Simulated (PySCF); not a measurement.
# GeH: bond curves at several levels of theory

One table from this session's results is given with a row withheld; the runs are named, their logs left out.

Computed with PySCF 2.14.0. Level: Ge def2-SVPD, H def2-SVPD, no relativity.

Set-up of the first run:

The job is set up so:

- atoms: Ge, H
- charge: 0
- basis: Ge def2-SVPD, H def2-SVPD
- Hamiltonian: no relativity
- basis functions: 46
- electrons treated: 33
- masses in u: 73.9212, 1.0078
- levels: PBE0, PBE, r²SCAN, B3LYP, PBEsol, LDA, ωB97X, HF, MP2, SCS-MP2, CCSD, CCSD(T)
- grid: 80 radial by 434 angular points
- occupations: held fixed by the projection of orbital angular momentum
- dissociation limit: Ge + H, each in its ground configuration
- starting distance in angstrom: 1.480
- values of 2S to try: 1, 3

Run with:

```bash
OMP_NUM_THREADS=1 python dia.py task.json out
```

Steps of the session up to this table: Input; First curve: PBE0; Other states along the same grid; PBE (GGA); r²SCAN (meta-GGA); B3LYP (global hybrid GGA); PBEsol (GGA); LDA; ωB97X (range-separated hybrid); UHF (mean field); Correlated methods on the Hartree–Fock reference.

One table of the session follows, with a row left open; its other results are not shown here.

```
      level  Re (Å)  ωe (cm⁻¹)  De (eV)
        UHF   1.587       2009     1.98
    UHF-MP2       ?          ?        ?
UHF-SCS-MP2   1.587       1968     2.70
   UHF-CCSD   1.593       1925     2.75
UHF-CCSD(T)   1.594       1913     2.78
        LDA   1.612       1854     3.33
        PBE   1.620       1832     2.91
     PBEsol   1.616       1844     3.03
     r²SCAN   1.599       1908     2.94
      B3LYP   1.609       1874     3.00
       PBE0   1.603       1911     2.87
      ωB97X   1.596       1948     3.04
```

Estimate the missing values for UHF-MP2.

**Answer.** Re (Å): 1.582; ωe (cm⁻¹): 1988; De (eV): 2.60. In the column «Re (Å)» it is the lowest.

To keep in mind: At some levels the lowest empty orbital lies below the highest filled one (the two can be of opposite spin).
